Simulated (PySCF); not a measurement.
# cis-Zr(NH3)2Br4: geometry, NMR shifts and electronic excitations

Aim: predict the NMR shifts and electronic excitations of cis-Zr(NH3)2Br4 (`[NH3]->[Zr](<-[NH3])([Br])([Br])([Br])[Br]`).

The runs use PySCF 2.14.0, with density-fitted response routines of our own; the level of theory stands in each step. All values are computed, except where a source is named. Atoms count from 0, in the outputs and in this text.

## (1) The starting structure

13 atoms, charge 0, multiplicity 1; geometry from: GFN2-xTB. The atoms were then displaced at random by about 0.03 Å, so the start is not that level's minimum.

Bonds of the start (Å): Zr0–N1 2.39, Zr0–Br5 2.55, Zr0–N6 2.38, Zr0–Br10 2.62, Zr0–Br11 2.65, Zr0–Br12 2.45, N1–H2 1.07, N1–H3 1.10, N1–H4 1.02, N6–H7 1.05, N6–H8 1.02, N6–H9 1.02.

## (2) Geometry optimisation at PBE0-D3(BJ)/def2-SVP

The job: settings as JSON, then the geometry in Å.

```
{"job": {"xc": "PBE0", "basis": "def2-SVP", "d3": "d3bj", "grid": 1, "maxiter": 40, "shake": 0.03, "kind": "geom"}, "charge": 0, "multiplicity": 1}
Zr    -0.631350    -0.069340    -0.686130
N     -0.696600    -0.026200     1.702930
H     -1.738370     0.066080     1.912180
H     -0.107770     0.777600     2.160160
H     -0.362230    -0.902060     2.111530
Br    -0.512560     0.050160    -3.226830
N      1.744560    -0.003920    -0.661800
H      1.999370    -0.087040    -1.672010
H      2.163250    -0.758640    -0.113750
H      2.143290     0.867760    -0.318830
Br    -3.242000    -0.007310    -0.506870
Br    -0.316980     2.529580    -0.286440
Br    -0.411970    -2.488770    -0.391940
```

Run with:

```
$ OMP_NUM_THREADS=1 python probes_run.py task.json out
```

The driver reads the jobs from task.json and runs them one after another.

The log of the run:

```text
step   0  E = -10454.51180216  max force = 0.038774
step   1  E = -10454.52470107  max force = 0.007935
step   2  E = -10454.52324292  max force = 0.016712
step   3  E = -10454.52661720  max force = 0.005433
step   4  E = -10454.52690032  max force = 0.003581
step   5  E = -10454.52735625  max force = 0.001787
step   6  E = -10454.52742040  max force = 0.001338
step   7  E = -10454.52756801  max force = 0.001259
step   8  E = -10454.52763831  max force = 0.000942
step   9  E = -10454.52768722  max force = 0.001222
step  10  E = -10454.52746333  max force = 0.001947
step  11  E = -10454.52769926  max force = 0.001446
step  12  E = -10454.52783664  max force = 0.000763
step  13  E = -10454.52784738  max force = 0.000503
step  14  E = -10454.52782670  max force = 0.000328
step  15  E = -10454.52780601  max force = 0.000189
step  16  E = -10454.52781786  max force = 0.000259
step  17  E = -10454.52781266  max force = 0.000218
step  18  E = -10454.52781525  max force = 0.000238
optimisation converged
```

It took 16 min on 1 thread of Arm Neoverse V1, shared host; peak memory 1.6 GiB.

The steps of the relaxation: (the energy doesn't fall at every step)

| step | energy from step 0 (eV) | largest force component (eV/Å) |
| --- | --- | --- |
| 0 | 0.0000 | 1.9938 |
| 1 | -0.3510 | 0.4080 |
| 2 | -0.3113 | 0.8594 |
| 3 | -0.4031 | 0.2794 |
| 4 | -0.4108 | 0.1841 |
| 5 | -0.4232 | 0.0919 |
| 6 | -0.4250 | 0.0688 |
| 7 | -0.4290 | 0.0647 |
| 8 | -0.4309 | 0.0484 |
| 9 | -0.4323 | 0.0628 |
| 10 | -0.4262 | 0.1001 |
| 11 | -0.4326 | 0.0744 |
| 12 | -0.4363 | 0.0392 |
| 13 | -0.4366 | 0.0259 |
| 14 | -0.4360 | 0.0169 |
| 15 | -0.4355 | 0.0097 |
| 16 | -0.4358 | 0.0133 |
| 17 | -0.4357 | 0.0112 |
| 18 | -0.4357 | 0.0122 |

Close pairs (by a distance rule), those that changed most:

| bond | before (Å) | after (Å) | change (Å) |
| --- | --- | --- | --- |
| Zr0–Br12 | 2.447 | 2.585 | +0.138 |
| Zr0–Br10 | 2.618 | 2.518 | -0.099 |
| N1–H3 | 1.096 | 1.020 | -0.076 |
| Zr0–Br11 | 2.648 | 2.582 | -0.066 |
| N1–H2 | 1.067 | 1.023 | -0.044 |
| Zr0–N6 | 2.377 | 2.409 | +0.032 |
| Zr0–Br5 | 2.546 | 2.518 | -0.028 |
| N6–H7 | 1.045 | 1.022 | -0.023 |

The next job starts from the end point, and lists it.

| at the end point | value |
| --- | --- |
| rotational constants (GHz, main isotopes) | 0.403, 0.328, 0.296 |
| dipole moment (D) | 7.72 |

## (3) Nuclear shieldings: PBE0/def2-TZVP+pcSseg-1

The job: settings as JSON, then the geometry in Å.

```
{"job": {"kind": "nmr", "xc": "PBE0", "basis": {"default": "pcSseg-1", "Zr": "def2-TZVP"}}, "charge": 0, "multiplicity": 1}
Zr    -0.752549     0.149128    -0.741287
N     -0.608173    -0.115259     1.648956
H     -1.561241     0.040985     1.984919
H     -0.016127     0.575404     2.110952
H     -0.338377    -1.054935     1.941725
Br    -0.453075     0.419616    -3.227115
N      1.638943    -0.120369    -0.632837
H      1.935888    -0.192528    -1.608577
H      1.958325    -0.968174    -0.164247
H      2.110384     0.693226    -0.235523
Br    -3.236863     0.413026    -0.424421
Br    -0.055240     2.534042    -0.038659
Br    -0.591255    -2.426263    -0.591685
```

Level: GIAO PBE0/pcSseg-1 Zr:def2-TZVP NMR shielding, scalar relativity only through core potentials, gas phase.

The log of the run:

```text
coarse grid: 62608 points
cycle   1  E = -10452.7883876764  dE = -8.057e+00  |g| = 3.251e+00  |ddm| = 5.731e+00
cycle   2  E = -10451.4699023893  dE =  1.318e+00  |g| = 3.433e+00  |ddm| = 5.697e+00
cycle   3  E = -10454.6747839772  dE = -3.205e+00  |g| = 5.144e-01  |ddm| = 4.358e+00
cycle   4  E = -10454.7155314829  dE = -4.075e-02  |g| = 3.347e-01  |ddm| = 7.099e-01
cycle   5  E = -10454.7378506658  dE = -2.232e-02  |g| = 1.071e-01  |ddm| = 2.901e-01
cycle   6  E = -10454.7403809702  dE = -2.530e-03  |g| = 1.304e-02  |ddm| = 8.144e-02
cycle   7  E = -10454.7404124031  dE = -3.143e-05  |g| = 4.779e-03  |ddm| = 1.401e-02
cycle   8  E = -10454.7404179823  dE = -5.579e-06  |g| = 7.873e-04  |ddm| = 5.567e-03
final grid: 120920 points
cycle   9  E = -10454.7401150092  dE = -2.153e-07  |g| = 7.926e-04  |ddm| = 3.373e-03
cycle  10  E = -10454.7401146625  dE =  3.467e-07  |g| = 1.329e-03  |ddm| = 1.998e-03
cycle  11  E = -10454.7401151219  dE = -4.594e-07  |g| = 3.419e-04  |ddm| = 1.496e-03
cycle  12  E = -10454.7401151499  dE = -2.799e-08  |g| = 4.430e-05  |ddm| = 3.392e-04
cycle  13  E = -10454.7401151504  dE = -4.475e-10  |g| = 9.920e-06  |ddm| = 4.720e-05
converged SCF energy = -10454.7401151504

GIAO shielding tensors (ppm)
atom      isotropic    diamagn.    paramagn.     s11        s22        s33       span
  0 Zr         nan         nan         nan        nan        nan        nan        nan
  1 N      220.829     316.967     -96.138    209.480    219.725    233.282     23.803
  2 H       28.366      29.218      -0.853     22.718     25.548     36.831     14.113
  3 H       29.163      30.629      -1.466     23.127     27.089     37.274     14.147
  4 H       29.028      30.488      -1.460     22.727     26.814     37.542     14.815
  5 Br    1514.293    3125.420   -1611.127    933.050    935.623   2674.206   1741.156
  6 N      220.673     316.926     -96.252    209.738    219.227    233.055     23.317
  7 H       28.364      29.244      -0.880     22.729     25.573     36.789     14.060
  8 H       29.285      30.615      -1.330     23.447     27.080     37.327     13.880
  9 H       28.917      30.483      -1.566     22.527     26.724     37.501     14.974
 10 Br    1513.370    3125.421   -1612.051    928.287    935.324   2676.500   1748.213
 11 Br    1840.293    3126.028   -1285.735   1408.587   1495.399   2616.893   1208.306
 12 Br    1838.103    3125.957   -1287.854   1389.810   1488.427   2636.072   1246.262
```

It took 2 min on 1 thread of Arm Neoverse V1, shared host; peak memory 1.6 GiB.

The references, computed at this level on geometries of the same kind, shield at (ppm): 1H TMS 31.27, 15N NH3 265.7, 79Br HBr 2584. Their shielding less the atom's gives the shift. The references are single molecules in the gas phase, so shifts against H2O, NH3, PH3, H3PO4 or CFCl3 are not on the usual liquid scales and can be off by tens of ppm. Atoms listed in one row are averaged.

| atoms | environment | σ (ppm) | δ (ppm) |
| --- | --- | --- | --- |
| H2, H3, H4, H7, H8, H9 | hydrogen on a nitrogen bonded to Zr | 28.85 | 2.41 |
| N1, N6 | nitrogen bonded to Zr, 3 H | 220.8 | 44.9 |
| Br5, Br10 | bromine bonded to Zr | 1514 | 1071 |
| Br11, Br12 | bromine bonded to Zr | 1839 | 745 |

Atoms past Kr carry core potentials, so their printed shieldings have no meaning and are left out of the table.

The run also stored atomic charges by several schemes (e):

| atoms | Mulliken | ESP fit |
| --- | --- | --- |
| Zr0 | 1.05 | 0.33 |
| N1, N6 | -0.50 | -0.52 |
| Br5, Br10 | -0.35 | -0.17 |
| Br11, Br12 | -0.40 | -0.27 |

Mayer bond orders: Zr0–N1 0.36, Zr0–Br5 1.06, Zr0–N6 0.36, Zr0–Br10 1.06, Zr0–Br11 0.97, Zr0–Br12 0.98.

With diffuse functions Mulliken charges and Mayer bond orders lose their meaning; the other schemes are steadier.

The fields below are evaluated on a grid from the run's orbitals.

Frontier orbitals at PBE0/def2-TZVP+pcSseg-1, with the share of their density that lies nearest to each atom:

| orbital | energy (eV) | lies on |
| --- | --- | --- |
| HOMO | -7.81 | Br5, Br10, Br11 about 26 % each; Br12 19 % |
| LUMO | -2.29 | Zr0 70 %; Br5, Br10 about 9 % each |

ELF in a plane through or near 7 of the atoms.

Ten even steps from ' ' (0.00) to '@' (0.99):
```
                                                        
                                                        
                                                        
                                                        
                                                        
                                                        
            ....--====..        ..::--::....            
          ..--==**####==::    ::==**##**==::..          
        ..**%%%%**==--##**    **##--==**%%%%**..        
        --@@@@@@@@##%%@@++    ++@@%%##@@@@@@@@==        
          ==####++++++::==####==::++++++%%##==          
                  ..  ++%%::::%%++  ..                  
        ::==++******::==%%::::%%==::******++==::        
      ::==##%%##==++##----****----##++==##%%##==::      
      --++%%**--****--##==    ==##--++**--**%%++--      
      ::==####------**##++....**##++--==--####==::      
      ..::++##%%%%%%%%**--    ==**%%%%%%%%##++::..      
        ..--++**####**==..    ::==**####**++--..        
            ..::::::::          ..::--::::..            
                                                        
```
The map spans 10.2 Å across and 10.5 Å up, centred on the molecule. Atoms in the plane (x, y in Å): Zr0 (0.0, -1.1), N1 (1.6, 0.7), H2 (2.5, 0.3), Br5 (-2.0, -2.6), N6 (-1.6, 0.7), H7 (-2.5, 0.3), Br10 (2.0, -2.6).

log10 of the density (e/Å³) in the same plane.

Ten even steps from '0' (-4.0) to '9' (2.9):
```
0000000000000000000000000000
0000000000000000000000000000
0000000000000000000000000000
0000000000000000000000000000
0000000111110000111110000000
0000012233322112233322100000
0000123344443223444433210000
0001234456554334556544321000
0001245567654445567655421000
0002345666655445566665432000
0001234455555665555544321000
0001233444456666544443321000
0012334444556666544444332100
0123345566555555555655433110
0123345698654444568965433210
0123345677554444557765433210
0012344555543334455554432100
0112233444433223344443322110
1111122333222112233332211111
1111101111110000111111111111
```
The map spans 10.2 Å across and 10.5 Å up, centred on the molecule. Atoms in the plane (x, y in Å): Zr0 (0.0, -1.1), N1 (1.6, 0.7), H2 (2.5, 0.3), Br5 (-2.0, -2.6), N6 (-1.6, 0.7), H7 (-2.5, 0.3), Br10 (2.0, -2.6).

On the surface of density 0.002 e/bohr³ the electrostatic potential runs, from the 1st to the 99th percentile, from -0.91 V near Br11 to 2.50 V near H8.

## (4) TDDFT and polarisability: CAM-B3LYP/def2-SVPD

Same as in step 3 but for these lines:

```diff
@@ -1,2 +1,2 @@
-{"job": {"kind": "nmr", "xc": "PBE0", "basis": {"default": "pcSseg-1", "Zr": "def2-TZVP"}}, "charge": 0, "multiplicity": 1}
+{"job": {"kind": "uv", "xc": "CAM-B3LYP", "basis": "def2-SVPD", "ip": true, "nstates": 10}, "charge": 0, "multiplicity": 1}
 Zr    -0.752549     0.149128    -0.741287
```

Method: TDDFT CAM-B3LYP/def2-SVPD, vertical, gas phase, core orbitals frozen in the response.

The log of the run:

```text
coarse grid: 62608 points
cycle   1  E = -10455.6492559101  dE = -9.655e+00  |g| = 1.532e+00  |ddm| = 1.002e+01
cycle   2  E = -10455.3623396189  dE =  2.869e-01  |g| = 1.676e+00  |ddm| = 7.752e+00
cycle   3  E = -10456.2523761797  dE = -8.900e-01  |g| = 1.697e-01  |ddm| = 4.087e+00
cycle   4  E = -10456.2589150708  dE = -6.539e-03  |g| = 8.042e-02  |ddm| = 4.370e-01
cycle   5  E = -10456.2601287157  dE = -1.214e-03  |g| = 3.142e-02  |ddm| = 1.151e-01
cycle   6  E = -10456.2603666943  dE = -2.380e-04  |g| = 5.498e-03  |ddm| = 6.197e-02
cycle   7  E = -10456.2603790344  dE = -1.234e-05  |g| = 1.645e-03  |ddm| = 2.102e-02
cycle   8  E = -10456.2603805727  dE = -1.538e-06  |g| = 2.796e-04  |ddm| = 7.883e-03
final grid: 120920 points
cycle   9  E = -10456.2600710692  dE = -3.200e-07  |g| = 2.862e-04  |ddm| = 1.290e-02
cycle  10  E = -10456.2600710761  dE = -6.870e-09  |g| = 3.160e-04  |ddm| = 2.064e-03
cycle  11  E = -10456.2600710965  dE = -2.043e-08  |g| = 7.292e-05  |ddm| = 6.887e-04
cycle  12  E = -10456.2600710984  dE = -1.828e-09  |g| = 3.239e-05  |ddm| = 3.633e-04
cycle  13  E = -10456.2600710989  dE = -5.020e-10  |g| = 9.314e-06  |ddm| = 8.196e-05
converged SCF energy = -10456.2600710989

Static polarisability (au): isotropic 156.663, principal 146.270 157.390 166.328

Singlet excitations
state   eV       nm        f      main configurations
  1   4.5141    274.7   0.00000   H->L+1 0.93
  2   4.5894    270.2   0.00198   H-1->L 0.67, H-2->L+1 0.19
  3   4.5963    269.7   0.00013   H-1->L+1 0.90
  4   4.7023    263.7   0.01110   H->L 0.74, H-1->L+2 0.18
  5   4.7054    263.5   0.00042   H->L+2 0.72, H-1->L 0.18
  6   4.7549    260.8   0.00624   H-2->L 0.80
  7   4.8607    255.1   0.00152   H-2->L+2 0.75, H-3->L 0.16
  8   4.8705    254.6   0.03344   H-1->L+2 0.69, H->L 0.11
  9   4.8779    254.2   0.00132   H-3->L 0.75, H-2->L+2 0.18
 10   5.0003    248.0   0.00413   H-4->L 0.65, H-3->L+2 0.29

Triplet excitations (Tamm-Dancoff, eV): 4.3035 4.3447 4.4424 4.4644
Vertical ionisation energy (delta-SCF) = 9.7620 eV
Vertical electron affinity (delta-SCF) = 1.1194 eV
```

Wall time 14 min (1 thread of Arm Neoverse V1, shared host); peak memory 1.9 GiB.

Frontier orbitals and where they lie:

| orbital | eV | atoms |
| --- | --- | --- |
| HOMO−3 | -9.45 | Br12 44 %, Br11 40 % |
| HOMO−2 | -9.28 | Br10 32 %, Br5 32 %, Br12 18 % |
| HOMO−1 | -9.13 | Br11 29 %, Br12 24 %, Br10 22 % |
| HOMO | -9.06 | Br11 26 %, Br5 26 %, Br10 26 % |
| LUMO | -1.30 | Zr0 69 %, Br12 7 %, Br11 7 % |
| LUMO+1 | -1.29 | Zr0 69 %, Br10 10 %, Br5 10 % |
| LUMO+2 | -1.15 | Zr0 68 %, Br12 8 %, Br11 8 % |

With each of the 10 states as a Gaussian band of 0.4 eV half-width at 1/e, the curve within the window shown has maxima at 257 nm (ε 2,300) L/(mol cm). Beyond the last state computed it falls off for lack of states. The curve at chosen wavelengths:

(nm, ε (L/mol/cm)): (234, 651), (237, 911), (241, 1305), (244, 1604), (247, 1877), (250, 2098), (254, 2280), (257, 2318), (260, 2275), (264, 2107), (267, 1920), (270, 1702), (273, 1470), (277, 1164), (280, 953), (283, 764), (286, 601), (290, 425), (293, 322), (296, 240), (300, 159), (303, 115), (306, 82), (309, 58), (313, 36), (316, 25)

Leading natural transition orbitals of singlet state 8: the hole lies on Br11, Br12 about 27 % each; Br5, Br10 about 21 % each; the particle on Zr0 70 %; Br11, Br12 about 7 % each.

Leading natural transition orbitals of singlet state 1: the hole lies on Br5, Br10 about 32 % each; Br11, Br12 about 16 % each; the particle on Zr0 70 %; Br5, Br10 about 10 % each.

Further results of this job:

| property | computed |
| --- | --- |
| dipole moment (D) | 7.26 |
| polarisability (Å³) | 23.22 |
| HOMO–LUMO gap (eV) | 7.76 |
| −ε(HOMO) (eV) | 9.06 |

## (5) Nuclear shieldings: wB97X-D/def2-TZVP+pcSseg-1

Same as in step 4 but for these lines:

```diff
@@ -1,2 +1,2 @@
-{"job": {"kind": "uv", "xc": "CAM-B3LYP", "basis": "def2-SVPD", "ip": true, "nstates": 10}, "charge": 0, "multiplicity": 1}
+{"job": {"kind": "nmr", "xc": "wB97X-D", "basis": {"default": "pcSseg-1", "Zr": "def2-TZVP"}, "pop": false}, "charge": 0, "multiplicity": 1}
 Zr    -0.752549     0.149128    -0.741287
```

Level: GIAO wB97X-D/pcSseg-1 Zr:def2-TZVP NMR shielding, scalar relativity only through core potentials, gas phase.

The log of the run:

```text
coarse grid: 62608 points
cycle   1  E = -10455.8254465828  dE = -9.639e+00  |g| = 1.901e+00  |ddm| = 5.378e+00
cycle   2  E = -10455.7678390409  dE =  5.761e-02  |g| = 1.505e+00  |ddm| = 2.667e+00
cycle   3  E = -10456.2771839932  dE = -5.093e-01  |g| = 3.509e-01  |ddm| = 1.826e+00
cycle   4  E = -10456.3093395922  dE = -3.216e-02  |g| = 6.464e-02  |ddm| = 3.865e-01
cycle   5  E = -10456.3104724453  dE = -1.133e-03  |g| = 1.796e-02  |ddm| = 8.040e-02
cycle   6  E = -10456.3105452952  dE = -7.285e-05  |g| = 5.161e-03  |ddm| = 1.661e-02
cycle   7  E = -10456.3105563974  dE = -1.110e-05  |g| = 2.140e-03  |ddm| = 7.416e-03
cycle   8  E = -10456.3105590169  dE = -2.619e-06  |g| = 5.153e-04  |ddm| = 4.662e-03
final grid: 120920 points
cycle   9  E = -10456.3122974745  dE = -1.701e-04  |g| = 2.861e-03  |ddm| = 7.875e-02
cycle  10  E = -10456.3122994663  dE = -1.992e-06  |g| = 1.188e-03  |ddm| = 6.987e-03
cycle  11  E = -10456.3122996405  dE = -1.742e-07  |g| = 1.025e-03  |ddm| = 1.785e-03
cycle  12  E = -10456.3122999069  dE = -2.665e-07  |g| = 1.871e-04  |ddm| = 1.304e-03
cycle  13  E = -10456.3122999157  dE = -8.777e-09  |g| = 8.381e-05  |ddm| = 2.508e-04
cycle  14  E = -10456.3122999177  dE = -1.944e-09  |g| = 2.006e-05  |ddm| = 1.300e-04
cycle  15  E = -10456.3122999179  dE = -2.510e-10  |g| = 6.778e-06  |ddm| = 4.946e-05
converged SCF energy = -10456.3122999179

GIAO shielding tensors (ppm)
atom      isotropic    diamagn.    paramagn.     s11        s22        s33       span
  0 Zr         nan         nan         nan        nan        nan        nan        nan
  1 N      221.400     317.958     -96.557    209.326    220.550    234.325     24.998
  2 H       28.450      29.258      -0.808     22.789     25.725     36.836     14.048
  3 H       29.246      30.782      -1.536     23.163     27.225     37.349     14.186
  4 H       29.115      30.626      -1.511     22.753     26.975     37.617     14.865
  5 Br    1592.309    3126.074   -1533.765   1020.419   1034.240   2722.269   1701.850
  6 N      221.269     317.924     -96.655    209.629    220.059    234.118     24.490
  7 H       28.450      29.288      -0.838     22.801     25.751     36.798     13.997
  8 H       29.367      30.765      -1.397     23.489     27.205     37.408     13.919
  9 H       29.001      30.624      -1.622     22.539     26.893     37.572     15.033
 10 Br    1591.137    3126.074   -1534.937   1021.198   1027.855   2724.358   1703.160
 11 Br    1925.182    3126.710   -1201.528   1516.820   1594.363   2664.364   1147.544
 12 Br    1923.695    3126.623   -1202.928   1500.039   1588.779   2682.267   1182.228
```

Wall time 2.2 min (1 thread of Arm Neoverse V1, shared host); peak memory 1.8 GiB.

In short: δ N1 42.6, Br5 984, Br11 652, H2 2.44 ppm (means over like atoms).

## (6) Side by side: NMR shifts

Shifts (ppm), means over like atoms, with basis size and wall time:

| run | H2 | N1 | Br5 | Br11 | functions | time |
| --- | --- | --- | --- | --- | --- | --- |
| PBE0/def2-TZVP+pcSseg-1 | 2.41 | 44.9 | 1071 | 745 | 268 | 2 min |
| wB97X-D/def2-TZVP+pcSseg-1 | 2.44 | 42.6 | 984 | 652 | 268 | 2.2 min |

## (7) Outcome

```
                                                                          quantity                        value
                                              rotational constants (main isotopes)         0.40, 0.33, 0.30 GHz
  1H shifts against TMS (PBE0/def2-TZVP+pcSseg-1, means over atoms taken as alike)                     2.41 ppm
 15N shifts against NH3 (PBE0/def2-TZVP+pcSseg-1, means over atoms taken as alike)                     44.9 ppm
79Br shifts against HBr (PBE0/def2-TZVP+pcSseg-1, means over atoms taken as alike)                1071, 745 ppm
                                             surface potential, 1st and 99th percentile           -0.91 V and 2.50 V
                                              lowest singlet (CAM-B3LYP/def2-SVPD)  4.51 eV (275 nm), f = 0.000
                                          brightest single state of those computed  state 8, 4.87 eV, f = 0.033
                                                                    lowest triplet                      4.30 eV
                                                 vertical ionisation energy (ΔSCF)                      9.76 eV
                                                 vertical electron affinity (ΔSCF)                      1.12 eV
                                                        range of the shift of Br11               652 to 745 ppm
```

What this shows: The start was shaken at random, so part of the energy gained undoes that. The optimisation took 18 steps and gained 0.436 eV; among the close pairs (by a distance rule), Zr0–Br12 changed most, from 2.447 to 2.585 Å. No frequency check was run at this level, so the end point may be a saddle. At PBE0/def2-TZVP+pcSseg-1: The largest span, 1745 ppm, is at Br5, Br10, where the paramagnetic term is -1612 ppm. At PBE0/def2-TZVP+pcSseg-1, counted by nearest atom on the grid, the HOMO lies on Br5, Br10, Br11 about 26 % each; Br12 19 %, the LUMO on Zr0 70 %; Br5, Br10 about 9 % each. The first singlet state (HOMO→LUMO+1 0.93) lies at 4.51 eV and is dark; of the 10 states computed, the strongest absorption comes from state 8 at 4.87 eV. The lowest triplet lies 0.21 eV below the lowest singlet (triplets in Tamm-Dancoff, singlets in full TDDFT). The orbital energy would give 9.06 eV for ionisation, ΔSCF gives 9.76 eV. In ppm, Br11 (with its like atoms) moves most: its shift spreads over 94 ppm, from 652 (wB97X-D/def2-TZVP+pcSseg-1) to 745 (PBE0/def2-TZVP+pcSseg-1). Spin-orbit coupling is left out, which matters for shieldings and couplings at and beside the heavy atoms.
